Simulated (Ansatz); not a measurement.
# FZr: the cost of one run

Method: def2-QZVPP, core rule «outside noble gas», up to 5 orbitals frozen; program: Ansatz 0.2.0, Gaussian basis.

The runs, in order: UHF; ROHF; CCSD(T) on UHF.

### 1 The geometry

The geometry is a PBE0/def2-TZVP stationary point (not a proven minimum) of the parent state, kept for this charge and spin. No spin-orbit coupling is included. Elements past krypton take def2 core potentials.

2 atoms, charge 0, spin multiplicity 6.

Atoms are counted from 1 here; the program's logs count them from 0.

Bond lengths: Zr1–F2 1.889 Å.

As a file:

```xyz
2

Zr    0.0000    0.0000    0.0000
F     0.0000    0.0000    1.8888
```

### 2 UHF

in.yaml

```yaml
crystal:
  periodic: [false, false, false]
  atoms:
    - {symbol: Zr, position_ang: [0.000000, 0.000000, 0.000000]}
    - {symbol: F, position_ang: [0.000000, 0.000000, 1.888800]}
basis:
  gaussian: {orbitals: "def2-QZVPP.json"}
magnetization: {spin_polarized: true, initial_magnetization: 5}
hamiltonian: {xc: hf}
output: {orbitals: {seedname: orbitals}}
```

On the command line:

```bash
> ansatz run in.yaml --threads 1 --pin off --events-out ev --progress --plain --max-ram 3968MiB --backend cpu
```

**Question.** How long does this run take on 1 thread of AMD EPYC 7R13, shared host, and how much memory does it need?

About 46 s, with a peak of 0.32 GiB.
